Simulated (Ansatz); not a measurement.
NbAs: projected density of states with PBE

The system is NbAs, a sheet with vacuum.

```
CELL_PARAMETERS angstrom
3.61170 0.00000 0.00000
0.00000 3.61170 0.00000
0.00000 0.00000 23.80000
ATOMIC_POSITIONS crystal
Nb 0.00000 0.00000 0.29412
As 0.50000 0.50000 0.29412
```

The cell was built by a generator and needn't be a form met in nature.

```yaml
Program: Ansatz 0.2.0
Task: projected density of states
Functional: PBE
Potentials_or_basis: all-electron LAPW, scalar-relativistic
Cutoff: 256 eV (chosen from the basis error)
Basis_error_allowed: 0.002 eV/atom
k_mesh: 7 × 7 × 1
Occupations: fermi-dirac, width 0.05 eV
Spin: no spin polarisation
Boundary_across_the_vacuum: open (a slab, not repeated across the vacuum)
```

- Band gap along the path: none (metal or under the smearing width)
- Loewdin charges: Nb +0.26; As -0.19 e
- Work function: 4.40 eV

Levels at the corners of the path, in eV from the Fermi level:
| point | band 22 | band 23 | band 24 | band 25 | band 26 | band 27 | band 28 | band 29 | band 30 | band 31 |
| --- | --- | --- | --- | --- | --- | --- | --- | --- | --- | --- |
| Γ | -12.10 | -2.66 | -2.45 | -0.54 | -0.29 | -0.29 | -0.27 | 0.39 | 0.39 | 3.69 |
| X | -10.58 | -5.80 | -3.92 | -3.23 | 0.11 | 0.63 | 1.37 | 2.83 | 2.98 | 4.92 |
| M | -11.14 | -3.10 | -3.10 | -0.97 | -0.97 | -0.68 | 0.42 | 1.60 | 2.99 | 3.11 |
| Γ | -12.10 | -2.66 | -2.45 | -0.54 | -0.29 | -0.29 | -0.27 | 0.39 | 0.39 | 3.69 |
| Z | -12.10 | -2.66 | -2.45 | -0.54 | -0.29 | -0.29 | -0.27 | 0.39 | 0.39 | 3.69 |
| R | -10.58 | -5.80 | -3.92 | -3.23 | 0.11 | 0.63 | 1.37 | 2.83 | 2.98 | 4.92 |
| A | -11.14 | -3.10 | -3.10 | -0.97 | -0.97 | -0.68 | 0.42 | 1.60 | 2.99 | 3.11 |
| Z | -12.10 | -2.66 | -2.45 | -0.54 | -0.29 | -0.29 | -0.27 | 0.39 | 0.39 | 3.69 |

States per cell in windows of 1 eV (zero at the Fermi level; states under -8 eV left out):
```tsv
from (eV)	total	Nb1 4d	As2 4p	Nb1 5s	As2 4s	Nb1 4p	Nb1 4s
-8.0	0.00	0.00	0.00	0.00	0.00	0.00	0.00
-7.0	0.00	0.00	0.00	0.00	0.00	0.00	0.00
-6.0	0.45	0.13	0.25	0.05	0.01	0.00	0.01
-5.0	1.01	0.29	0.60	0.08	0.02	0.01	0.01
-4.0	2.73	1.09	1.54	0.02	0.03	0.03	0.00
-3.0	1.61	0.72	0.86	0.00	0.00	0.00	0.00
-2.0	0.20	0.11	0.08	0.01	0.00	0.00	0.00
-1.0	2.26	1.88	0.17	0.17	0.01	0.00	0.00
0.0	3.11	2.50	0.38	0.14	0.02	0.00	0.00
1.0	2.49	1.56	0.65	0.09	0.02	0.00	0.00
2.0	0.90	0.38	0.24	0.06	0.08	0.00	0.00
3.0	1.56	0.37	0.22	0.14	0.12	0.00	0.00
4.0	2.45	0.23	0.21	0.14	0.05	0.00	0.00
5.0	1.20	0.05	0.09	0.19	0.01	0.00	0.01
6.0	0.04	0.00	0.00	0.00	0.00	0.00	0.00
7.0	0.00	0.00	0.00	0.00	0.00	0.00	0.00
```

Wall time 18 s on 4 threads of Arm Neoverse V2, on a shared host, peak memory 0.6 GiB.
